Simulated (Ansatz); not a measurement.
# F2HInO: vertical ionisation energy

The task here is to estimate one member of a computed series from the others.

Computed with Ansatz 0.2.0, Gaussian basis. Level: unrestricted cation, the program's frozen cores in correlated methods.

Plan: UKS PBE-D4/def2-TZVPP; UKS r2SCAN-D4/def2-TZVPP; UKS PBE0-D4/def2-TZVPP; UKS B3LYP-D4/def2-TZVPP; UKS wB97X-V/def2-TZVPP; UKS wB97M-V/def2-TZVPP; UKS B2PLYP/def2-TZVPP; UHF-CCSD(T)/def2-TZVPP; UHF-MP2/def2-QZVPP; extrapolation to the limit; then −ε(HOMO) from the neutral's earlier runs with LDA (SPW92), PBE-D4, revPBE-D4, BLYP-D4, r2SCAN-D4, B97M-V, PBE0-D4, B3LYP-D4, r2SCANh-D4, r2SCAN0-D4, HSE06-D4, BHLYP-D4, CAM-B3LYP-D4, LC-ωPBE, ωB97X-V, ωB97M-V.

2 further runs of the same task are left out: 2 for a known fault of the program.

**The relaxed structure**

An earlier PBE0-D4 in a triple-zeta def2 set relaxation fixed the geometry. In takes the def2 core potential; no spin-orbit term is included.

SMILES `[OH][In]([F])[F]`, 5 atoms, charge 0, spin multiplicity 1.

Atoms are counted from 1 here; the program's logs count them from 0.

Bond lengths: O1–In2 1.954 Å, O1–H5 0.962 Å, In2–F3 1.922 Å, In2–F4 1.935 Å. Angles: In2–O1–H5 111.3°, O1–In2–F3 123.4°, O1–In2–F4 121.1°, F3–In2–F4 115.5°.

Set-up of the first run:

The input, in.yaml:

```yaml
crystal:
  periodic: [false, false, false]
  atoms:
    - {symbol: O, position_ang: [-0.018626, 1.509460, 0.063232]}
    - {symbol: In, position_ang: [0.213267, -0.430275, 0.116046]}
    - {symbol: F, position_ang: [1.617948, -1.301698, 1.096784]}
    - {symbol: F, position_ang: [-0.987965, -1.608062, -0.839309]}
    - {symbol: H, position_ang: [-0.774623, 1.756874, -0.478152]}
basis:
  gaussian: {orbitals: def2-TZVPP}
total_charge: 1
magnetization: {spin_polarized: true, initial_magnetization: 1}
hamiltonian: {xc: pbe, dispersion: d4}
```

On the command line:

```console
$ ansatz run in.yaml --threads 4 --pin off --events-out ev --progress --plain --max-ram 10444MiB
```

Among the steps run: Cation, UKS PBE-D4/def2-TZVPP; Cation, UKS r2SCAN-D4/def2-TZVPP; Cation, UKS PBE0-D4/def2-TZVPP; Cation, UKS B3LYP-D4/def2-TZVPP; Cation, UKS wB97X-V/def2-TZVPP; Cation, UKS wB97M-V/def2-TZVPP; Cation, UKS B2PLYP (frozen core)/def2-TZVPP; Cation, UHF-CCSD(T)/def2-TZVPP; Cation, UHF-MP2/def2-QZVPP.

One of the session's tables, all rows but one given; the rest of the session is left out.

Orbital estimates, from the neutral's runs:

| functional | −ε(HOMO) (eV) |
| --- | --- |
| LDA (SPW92) | 8.22 |
| PBE-D4 | 7.93 |
| revPBE-D4 | 7.83 |
| BLYP-D4 | 7.87 |
| r2SCAN-D4 | 8.31 |
| B97M-V | 8.36 |
| PBE0-D4 | 9.66 |
| B3LYP-D4 | 9.41 |
| r2SCANh-D4 | 8.96 |
| r2SCAN0-D4 | 9.95 |
| HSE06-D4 | 9.25 |
| BHLYP-D4 | 11.36 |
| CAM-B3LYP-D4 | 11.22 |
| LC-ωPBE | 12.55 |
| ωB97X-V | 12.20 |
| ωB97M-V | ? |

Estimate the missing values for ωB97M-V.

As computed: −ε(HOMO) (eV): 12.15. In the column «−ε(HOMO) (eV)» it lies between BHLYP-D4 (11.36) and ωB97X-V (12.20).
